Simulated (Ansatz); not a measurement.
# SiGeH₆ (singlet): the correlation ladder at distance Ge1–H5 along a hydrogen transfer = 1.644 Å, cc-pVDZ

One table from this session's results is given with a row withheld; the runs are named, their logs left out.

The runs use Ansatz 0.2.0, Gaussian basis; cc-pVDZ, core rule «outside noble gas», up to 19 orbitals frozen.

The runs, in order: UHF; CCSD(T) on RHF; CCSD(T) on UHF; BCCD(T) on RHF; CISD; CCSDT(Q) on RHF; CASSCF and NEVPT2, 2 electrons in 2 orbitals; CASSCF and NEVPT2, 8 electrons in 8 orbitals.

6 further runs of the same task are left out: 6 that didn't finish.

## The geometry

The geometry derives from fragments relaxed apart (PBE0/def2-TZVP) and kept rigid, so it is no stationary point. A hydrogen atom is moved between rigid fragments. No spin-orbit coupling is included. The filled d shell of Ge may be among the frozen orbitals whatever the setting's name suggests; the logs give the count.

8 atoms, charge 0, spin multiplicity 1.

Atoms are counted from 1 here; the program's logs count them from 0.

Bond lengths: Ge1–H2 1.534 Å, Ge1–H3 1.534 Å, Ge1–H4 1.534 Å, Ge1–H5 1.644 Å, H5–Si6 1.713 Å, Si6–H7 1.526 Å, Si6–H8 1.526 Å. Angles: H2–Ge1–H3 109.5°, H2–Ge1–H4 109.5°, H2–Ge1–H5 109.5°, H3–Ge1–H4 109.5°, H3–Ge1–H5 109.5°, H4–Ge1–H5 109.5°, Ge1–H5–Si6 180.0°, H5–Si6–H7 113.7°, H5–Si6–H8 113.7°, H7–Si6–H8 91.2°.

Set-up of the first run:

Input file in.yaml:

```yaml
crystal:
  periodic: [false, false, false]
  atoms:
    - {symbol: Ge, position_ang: [-0.958995, 0.016507, 0.000000]}
    - {symbol: H, position_ang: [-1.470445, 1.463106, 0.000001]}
    - {symbol: H, position_ang: [-1.470445, -0.706793, 1.252791]}
    - {symbol: H, position_ang: [-1.470445, -0.706793, -1.252792]}
    - {symbol: H, position_ang: [0.685005, 0.016507, 0.000000]}
    - {symbol: Si, position_ang: [2.398005, 0.016507, 0.000000]}
    - {symbol: H, position_ang: [3.010185, -0.857778, 1.090012]}
    - {symbol: H, position_ang: [3.010185, -0.857777, -1.090013]}
basis:
  gaussian: {orbitals: cc-pVDZ}
magnetization: {spin_polarized: true, initial_magnetization: 0}
hamiltonian: {xc: hf}
output: {orbitals: {seedname: orbitals}}
```

Command:

```console
$ ansatz run in.yaml --threads 1 --pin off --events-out ev --progress --plain --max-ram 2393MiB
```

Among the steps run: UHF; CCSD(T) on RHF; CCSD(T) on UHF; BCCD(T) on RHF; CISD; CCSDT(Q) on RHF; CASSCF and NEVPT2, 2 electrons in 2 orbitals; CASSCF and NEVPT2, 8 electrons in 8 orbitals.

One of the session's tables, all rows but one given; the rest of the session is left out.

```
         method  from RCCSDT(Q) (kcal/mol)
            RHF                    +174.34
            UHF                          ?
           RMP2                     +39.76
           CISD                     +23.47
          RCCSD                      +5.40
       RCCSD(T)                      +1.14
        BCCD(T)                      +1.11
         RCCSDT                      +0.20
      RCCSDT(Q)                          0
    CASSCF pair                    +164.90
    NEVPT2 pair                     +38.07
CASSCF frontier                    +134.36
NEVPT2 frontier                     +35.49
```

Estimate the missing values for UHF.

The run gave: from RCCSDT(Q) (kcal/mol): +173.45. In the column «from RCCSDT(Q) (kcal/mol)» it lies between CASSCF pair (+164.90) and RHF (+174.34).

Not comparable, so not listed: CCSD(T) on UHF (they don't share determinant, frozen orbitals or solution with the rows shown, or repeat one).

Limits of these values: Warnings: restricted reference is unstable; spin contamination.
